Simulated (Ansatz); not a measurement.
# FH5OSSi2: the cost of one run

Program: Ansatz 0.2.0, Gaussian basis. Level of theory: the settings change from run to run. These are calculated values, not measurements.

### Step 1. The geometry

The structure was relaxed beforehand with PBE0-D4 in a triple-zeta def2 set.

SMILES `O[SiH2]S[SiH2]F`, 10 atoms, charge 0, spin multiplicity 1.

Atoms are counted from 1 here; the program's logs count them from 0.

Bond lengths: O1–Si2 1.639 Å, O1–H6 0.959 Å, Si2–S3 2.144 Å, Si2–H7 1.477 Å, Si2–H8 1.483 Å, S3–Si4 2.119 Å, Si4–F5 1.597 Å, Si4–H9 1.478 Å, Si4–H10 1.479 Å. Angles: Si2–O1–H6 118.1°, O1–Si2–S3 112.9°, O1–Si2–H7 105.2°, O1–Si2–H8 112.0°, S3–Si2–H7 110.6°, S3–Si2–H8 104.0°, H7–Si2–H8 112.3°, Si2–S3–Si4 98.0°, S3–Si4–F5 110.7°, S3–Si4–H9 107.7°, S3–Si4–H10 110.8°, F5–Si4–H9 107.6°, F5–Si4–H10 107.2°, H9–Si4–H10 112.8°.

### Step 2. PBE-QIDH/def2-SVPD

This run has charge -1, multiplicity 2, density fitting with def2-universal-jkfit, the search for lower states set to full.

in.yaml reads:

```yaml
crystal:
  periodic: [false, false, false]
  atoms:
    - {symbol: O, position_ang: [-2.061918, 0.680251, -0.160988]}
    - {symbol: Si, position_ang: [-0.897054, 0.017278, -1.104402]}
    - {symbol: S, position_ang: [1.054521, 0.805071, -0.696595]}
    - {symbol: Si, position_ang: [1.451776, -0.288751, 1.073944]}
    - {symbol: F, position_ang: [2.103867, -1.705028, 0.729162]}
    - {symbol: H, position_ang: [-2.156326, 1.634192, -0.164533]}
    - {symbol: H, position_ang: [-0.942724, -1.430935, -0.815334]}
    - {symbol: H, position_ang: [-1.110541, 0.311584, -2.541968]}
    - {symbol: H, position_ang: [2.439213, 0.478055, 1.862740]}
    - {symbol: H, position_ang: [0.202284, -0.552818, 1.820773]}
basis:
  gaussian: {orbitals: def2-SVPD, fitting: {mean_field: def2-universal-jkfit}}
total_charge: -1
magnetization: {spin_polarized: true, initial_magnetization: 1}
hamiltonian: {xc: {name: PBE-QIDH}}
scf: {lower_state_search: full}
output: {forces: true}
```

Command:

```sh
$ ansatz run in.yaml --threads 4 --pin off --events-out ev --progress --plain --max-ram 10444MiB
```

**Question.** How long does this run take on 4 threads of Arm Neoverse V1, shared host, and how much memory does it need?

About 38 s, with a peak of 0.54 GiB.
